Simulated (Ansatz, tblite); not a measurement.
# The cluster Mg3Al3+: rung by rung

How do method and basis change the picture of the cluster Mg3Al3+ (singlet)?

Program: Ansatz 0.2.0, Gaussian basis. Level of theory: as each input shows. These are calculated values, not measurements.

Levels to be run: GFN1-xTB, GFN2-xTB, PBE-D4/def2-TZVP, r2SCAN-D4/def2-TZVP, B3LYP-D4/def2-TZVP, r2SCAN0-D4/def2-TZVP, HSE06-D4/def2-TZVP, PBE-D4/def2-SVP, PBE0-D4/def2-SVP, HF/STO-3G, CCSD(T)/def2-TZVPP, MP2/def2-TZVP.

2 further runs of the same task are left out: 2 set aside as unsound or not needed. Runs told in other sessions of the task aren't counted.

**1. The structure**

The geometry is that of the singlet, from an earlier relaxation (PBE0-D4/def2-SVP). At that level it is the lowest of the isomers that a small search found.

6 atoms, charge 1, spin multiplicity 1.

Bond lengths: Al1–Al2 2.654 Å, Al1–Al3 2.654 Å, Al1–Mg4 2.747 Å, Al1–Mg6 2.747 Å, Al2–Al3 2.654 Å, Al2–Mg4 2.747 Å, Al2–Mg5 2.747 Å, Al3–Mg5 2.748 Å, Al3–Mg6 2.748 Å. Angles: Al2–Al1–Al3 60.0°, Al2–Al1–Mg4 61.1°, Al2–Al1–Mg6 121.1°, Al3–Al1–Mg4 121.1°, Al3–Al1–Mg6 61.1°, Mg4–Al1–Mg6 177.7°, Al1–Al2–Al3 60.0°, Al1–Al2–Mg4 61.1°, Al1–Al2–Mg5 121.1°, Al3–Al2–Mg4 121.1°, Al3–Al2–Mg5 61.1°, Mg4–Al2–Mg5 177.7°, Al1–Al3–Al2 60.0°, Al1–Al3–Mg5 121.1°, Al1–Al3–Mg6 61.1°, Al2–Al3–Mg5 61.1°, Al2–Al3–Mg6 121.1°, Mg5–Al3–Mg6 177.8° and more.

The ion is computed in the gas phase, without counter-ions or solvent.

PBE0-D4/def2-TZVP was run before; its log isn't repeated, and its numbers join the tables.

**2. GFN1-xTB**

Tight binding, by tblite at 300 K electronic temperature and without a spin-polarisation term:

```python
tblite.interface.Calculator('GFN1-xTB', numbers, positions, charge=1, uhf=0).singlepoint()
```

Energy -152.4026 eV, HOMO -11.64 eV, LUMO -9.97 eV; 0.012 s.

**3. GFN2-xTB**

Tight binding, by tblite at 300 K electronic temperature and without a spin-polarisation term:

```python
tblite.interface.Calculator('GFN2-xTB', numbers, positions, charge=1, uhf=0).singlepoint()
```

Energy -115.3863 eV, HOMO -9.28 eV, LUMO -9.02 eV; 0.059 s.

**4. PBE-D4/def2-TZVP**

start.molden holds the orbitals of an earlier run on this state, given as this run's starting guess.

Input file in.yaml:

```yaml
crystal:
  periodic: [false, false, false]
  atoms:
    - {symbol: Al, position_ang: [1.004692, -1.156100, 0.037528]}
    - {symbol: Al, position_ang: [-1.504159, -0.290743, 0.018826]}
    - {symbol: Al, position_ang: [0.499864, 1.447997, -0.054125]}
    - {symbol: Mg, position_ang: [-1.034000, -2.995191, 0.116196]}
    - {symbol: Mg, position_ang: [-2.080651, 2.392960, -0.078337]}
    - {symbol: Mg, position_ang: [3.114254, 0.601078, -0.040098]}
basis:
  gaussian: {orbitals: def2-TZVP, initial_orbitals: start.molden}
total_charge: 1
hamiltonian: {xc: pbe, dispersion: d4}
scf: {omitted_lower_state_checks: [starts]}
output: {forces: true, orbitals: {seedname: orbitals}}
```

Run with:

```
> ansatz run in.yaml --threads 4 --pin off --events-out ev --progress --plain --max-ram 4787MiB
```

After this run come: r2SCAN-D4/def2-TZVP; B3LYP-D4/def2-TZVP; r2SCAN0-D4/def2-TZVP; HSE06-D4/def2-TZVP; PBE-D4/def2-SVP; PBE0-D4/def2-SVP; HF/STO-3G; CCSD(T)/def2-TZVPP; MP2/def2-TZVP.

**Question.** What will the summary of the whole plan be? Wanted: gap in def2-TZVP, named functionals, smallest and largest; correlation energy, CCSD(T)/def2-TZVPP; correlation energy, MP2/def2-TZVP; PBE0 total energy, smallest basis above largest.

**Answer**, as computed:

```
                                                 quantity                                   value
gap in def2-TZVP, named functionals, smallest and largest  1.06 eV (PBE-D4), 2.26 eV (r2SCAN0-D4)
                   correlation energy, CCSD(T)/def2-TZVPP                               -24.57 eV
                        correlation energy, MP2/def2-TZVP                               -22.95 eV
          PBE0 total energy, smallest basis above largest          12.74 eV (def2-SVP, def2-TZVP)
```

What this shows: Over the named functionals in def2-TZVP the gap runs from 1.06 eV (PBE-D4) to 2.26 eV (r2SCAN0-D4); exact exchange widens it.
